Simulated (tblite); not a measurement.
# B3FH11N3: the cost of one run

Computed with tblite 0.8.0 and PySCF 2.14.0; each step states its level. No surroundings beyond the atoms listed, unless a continuum is named. Atoms count from 0, parts from 1.

## 1. The system as given

18 atoms, charge 0, multiplicity 1; geometry: distance geometry start.

## 2. Geometry optimisation with GFN2-xTB

The job: settings as JSON, then the geometry in Å.

```
{"job": {"kind": "relax", "xc": "GFN2-xTB", "basis": "xTB"}, "charge": 0, "multiplicity": 1}
N      0.213140     1.385880     0.412733
B     -1.180705     0.852402     0.132233
N     -1.283789    -0.664581     0.306240
B     -0.246424    -1.257107    -0.656067
N      1.106568    -1.004399     0.045388
B      1.353948     0.500466    -0.071268
F      2.587403     0.884307     0.602698
H      0.320209     2.289967    -0.124597
H      0.326974     1.609940     1.412771
H     -2.005827     1.329374     0.879761
H     -1.507871     1.099091    -0.978641
H     -1.154095    -0.978495     1.282224
H     -2.223130    -0.999447    -0.037971
H     -0.237457    -0.530850    -1.606298
H     -0.416934    -2.374110    -0.932047
H      1.816018    -1.550569    -0.459305
H      1.097032    -1.287227     1.047452
H      1.501206     0.713215    -1.265011
```

Level: GFN2-xTB geometry optimisation, gas phase.

The run is started by

```sh
> OMP_NUM_THREADS=1 python cluster_run.py task.json out
```

One launch serves the whole session: the jobs run in the order shown.

Q: Estimate the wall time of this first job on 1 thread of Arm Neoverse V1, shared host.

About 1.6 s.
